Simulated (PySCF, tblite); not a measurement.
**C₇H₇OP: geometry, infrared bands and NMR shifts**

Aim: predict the infrared bands and NMR shifts of C₇H₇OP (`C#CCPc1ccco1`).

Programs: tblite 0.8.0 and PySCF 2.14.0, with density-fitted response routines of our own. Each step states its level of theory. These are calculated values for one molecule in the gas phase, unless marked as measured. Atoms count from 0, in the outputs and in this text.

### 1 The molecule as given

16 atoms, charge 0, multiplicity 1; geometry from: force field or distance geometry start.

Bonds of the start (Å): C0–C1 1.21, C1–C2 1.48, C2–P3 1.85, P3–C4 1.83, C4–C5 1.38, C5–C6 1.38, C6–C7 1.36, C7–O8 1.32, O8–C4 1.30, C0–H9 1.06, C2–H10 1.10, C2–H11 1.10, P3–H12 1.43, C5–H13 1.09, C6–H14 1.08, C7–H15 1.10.

### 2 Geometry optimisation with GFN2-xTB

What the job is given:

```
{"job": {"kind": "relax", "xc": "GFN2-xTB", "basis": "xTB"}, "charge": 0, "multiplicity": 1}
C      2.607400     1.540200    -0.205700
C      2.387200     0.352500    -0.239500
C      2.126000    -1.105500    -0.253500
P      0.453700    -1.489200    -0.935200
C     -0.910900    -0.575400    -0.118900
C     -1.109200     0.789200    -0.037900
C     -2.279000     0.972600     0.662100
C     -2.733300    -0.273800     0.969000
O     -1.900100    -1.169300     0.482400
H      2.760000     2.586600    -0.188900
H      2.930900    -1.600200    -0.819400
H      2.163300    -1.416800     0.801500
H      0.384600    -1.487900    -2.362800
H     -0.466600     1.573400    -0.432100
H     -2.780500     1.890500     0.948900
H     -3.640900    -0.577800     1.521100
```

The run is started by

```console
$ OMP_NUM_THREADS=1 python probes_run.py task.json out
```

This one command runs all jobs of the session in turn.

**Question.** This job is followed by: GFN2-xTB harmonic vibrations, gas phase; GIAO PBE0/pcSseg-1 NMR shielding, non-relativistic, gas phase. Predict these results of the whole session: strongest single infrared mode (GFN2-xTB); zero-point energy (GFN2-xTB); ¹³C shifts against TMS (PBE0/pcSseg-1); ¹H shifts against TMS (PBE0/pcSseg-1, means over atoms taken as alike); ³¹P shifts against H3PO4 (PBE0/pcSseg-1); ¹⁷O shifts against H2O (PBE0/pcSseg-1); surface potential, 1st and 99th percentile.

**Answer**, as computed:

```
                                                              quantity                                             value
                             strongest single infrared mode (GFN2-xTB)                              2281 cm⁻¹, 89 km/mol
                                          zero-point energy (GFN2-xTB)                                     71.3 kcal/mol
                                ¹³C shifts against TMS (PBE0/pcSseg-1)  155.3, 151.8, 126.5, 117.4, 86.4, 79.2, 16.4 ppm
¹H shifts against TMS (PBE0/pcSseg-1, means over atoms taken as alike)            7.75, 7.02, 6.66, 4.28, 2.50, 1.56 ppm
                              ³¹P shifts against H3PO4 (PBE0/pcSseg-1)                                         -70.8 ppm
                                ¹⁷O shifts against H2O (PBE0/pcSseg-1)                                         311.8 ppm
                                 surface potential, 1st and 99th percentile                                -0.96 V and 1.25 V
```

What this shows: Over 149 steps the energy fell by 1.358 eV; of the close pairs, C4–O8 changed most, 1.301 to 1.351 Å. All 42 modes are real, so the xTB geometry is a minimum. GFN2-xTB is a fitted tight-binding method: band positions and strengths are rough. Its intensities can rank the bands wrongly. At PBE0/pcSseg-1: Shielding is most anisotropic at O8 (span 369 ppm, paramagnetic term -375 ppm). NICS(1)zz of -27 ppm above the planar ring from C4 marks a diatropic (aromatic) ring current.
